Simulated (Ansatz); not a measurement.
**Ti2Ge: from a guess to a relaxed structure**

The task: take a trial cell of Ti2Ge to zero force and stress.

Computed with Ansatz 0.2.0 (DFT PBE, scalar-relativistic, plane waves, PAW, unless a step's input says otherwise).

**1. Starting point**

Symmetry: F-43m, No. 216, cubic system. Conventional cell: a = 7.510 Å, b = 7.510 Å, c = 7.510 Å, α = 90.00°, β = 90.00°, γ = 90.00°. Ti (site symmetry 3m) has 1 Ge at 1.94 Å and 3 Ti at 2.15 Å as nearest neighbours. Around Ge (site symmetry -43m) lie 4 Ti at 1.94 Å. Ge (site symmetry -43m) is surrounded by 12 Ti at 3.18 Å and 4 Ge at 3.25 Å.

Structure file:

```
Ti Ge
1.0
     0.00000    3.75479    3.75479
     3.75479    0.00000    3.75479
     3.75479    3.75479    0.00000
Ti Ge
4 2
Direct
  0.39895 0.39895 0.39895
  0.39895 0.39895 0.80315
  0.39895 0.80315 0.39895
  0.80315 0.39895 0.39895
  0.25000 0.25000 0.25000
  0.00000 0.00000 0.00000
```

The cell is invented: random cell by space group and Wyckoff sites (F-43m, No. 216). Lengths come from tabulated atomic sizes and are only a guess.

**2. Probe: one point on a coarse mesh**

File input.yaml:

```yaml
crystal:
  lattice:
    - [0.0, 3.75478603, 3.75478603]
    - [3.75478603, 0.0, 3.75478603]
    - [3.75478603, 3.75478603, 0.0]
  atoms:
    - { symbol: Ti, position: [0.39894993, 0.39894993, 0.39894993] }
    - { symbol: Ti, position: [0.39894993, 0.39894993, 0.8031502] }
    - { symbol: Ti, position: [0.39894993, 0.8031502, 0.39894993] }
    - { symbol: Ti, position: [0.8031502, 0.39894993, 0.39894993] }
    - { symbol: Ge, position: [0.25, 0.25, 0.25] }
    - { symbol: Ge, position: [0.0, 0.0, 0.0] }
basis:
  ecutwfc: 420
kpoints:
  mp_grid: { grid: [4, 4, 4] }
hamiltonian:
  xc: pbe
scf:
  occupations: { method: gaussian, width: 0.1 }
  lower_state_search: "off"
output:
  forces: true
  stress: true
  eigenvalues: true
```

Launch:

```
$ ansatz run input.yaml --threads 1 --pin off --max-ram 2560MiB --backend cpu --events-out ev --progress --plain --runs-dir out
```

Further runs follow: rough relaxation on the coarse mesh; spin check on a coarse mesh; relaxation on the finer mesh.

Q: Predict the outcome of this session. Wanted: conventional cell; volume; energy over the elements; gap on the mesh; total moment.

The runs gave:

| quantity | value |
| --- | --- |
| symmetry at the end (tolerance 0.05 Å) | space group F-43m (No. 216) |
| conventional cell | a = 9.304 Å, b = 9.304 Å, c = 9.304 Å, α = 90.00°, β = 90.00°, γ = 90.00° |
| volume | 33.56 Å³/atom |
| energy over the elements | +1.51 eV/atom |
| gap on the mesh | none (metal) |
| total moment | 6.44 μB/cell |

**Reading.** The space group F-43m (No. 216) is kept, and the volume per atom grows by 90.2 % from the first guess. The formation energy is positive, so the separate elements lie lower. No finished test with a distortion of lower symmetry is shown, so the end may be a saddle point. Other magnetic orders were not searched.
